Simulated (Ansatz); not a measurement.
# Si: the cost of one run

Computed with Ansatz 0.2.0 (DFT LDA, scalar-relativistic, plane waves, PAW, unless a step's input says otherwise).

2 further runs of the same task are left out: 2 set aside as unsound or not needed.

## (1) The starting structure

Symmetry: Fd-3m, No. 227, cubic system. Conventional cell: a = 5.444 Å, b = 5.444 Å, c = 5.444 Å, α = 90.00°, β = 90.00°, γ = 90.00°. Si (site symmetry -43m) has 4 Si at 2.36 Å as nearest neighbours.

As a file:

```cif
data_structure
_symmetry_space_group_name_H-M 'Fd-3m:1'
_symmetry_Int_Tables_number 227
_cell_length_a 5.4437
_cell_length_b 5.4437
_cell_length_c 5.4437
_cell_angle_alpha 90.000
_cell_angle_beta 90.000
_cell_angle_gamma 90.000
_cell_volume 161.32
loop_
_atom_site_label
_atom_site_type_symbol
_atom_site_symmetry_multiplicity
_atom_site_Wyckoff_symbol
_atom_site_fract_x
_atom_site_fract_y
_atom_site_fract_z
_atom_site_occupancy
Si1 Si 8 a 0.25000 0.25000 0.25000 1
```

The structure comes from the Materials Project (structure only).

(A quick probe on a coarse mesh, which set the mesh and smearing, is not shown.)

## (3) Relaxing cell and atoms

input.yaml reads:

```yaml
crystal:
  lattice:
    - [0.0, 2.72185119, 2.72185119]
    - [2.72185119, 0.0, 2.72185119]
    - [2.72185119, 2.72185119, 0.0]
  atoms:
    - { symbol: Si, position: [0.75, 0.75, 0.75] }
    - { symbol: Si, position: [0.5, 0.5, 0.5] }
basis:
  ecutwfc: 420
kpoints:
  mp_grid: { grid: [8, 8, 8] }
hamiltonian:
  xc: lda
scf:
  occupations: { method: gaussian, width: 0.02 }
output:
  forces: true
  stress: true
  eigenvalues: true
  write_density: true
  write_potential: true
  elf: true
  volumetric_format: npy
relax:
  adjacent_minimum: "off"
  f_tol: 0.005
  max_steps: 80
  cell: { stress_tol: 0.05 }
```

Started as:

```
ansatz run input.yaml --threads 8 --pin off --max-ram 20480MiB --backend cpu --events-out ev --progress --plain --runs-dir out
```

Q: Estimate wall time and peak memory on 8 threads of Intel Xeon at 2.70GHz, shared host.

About 1.7 s, with a peak of 0.34 GiB.
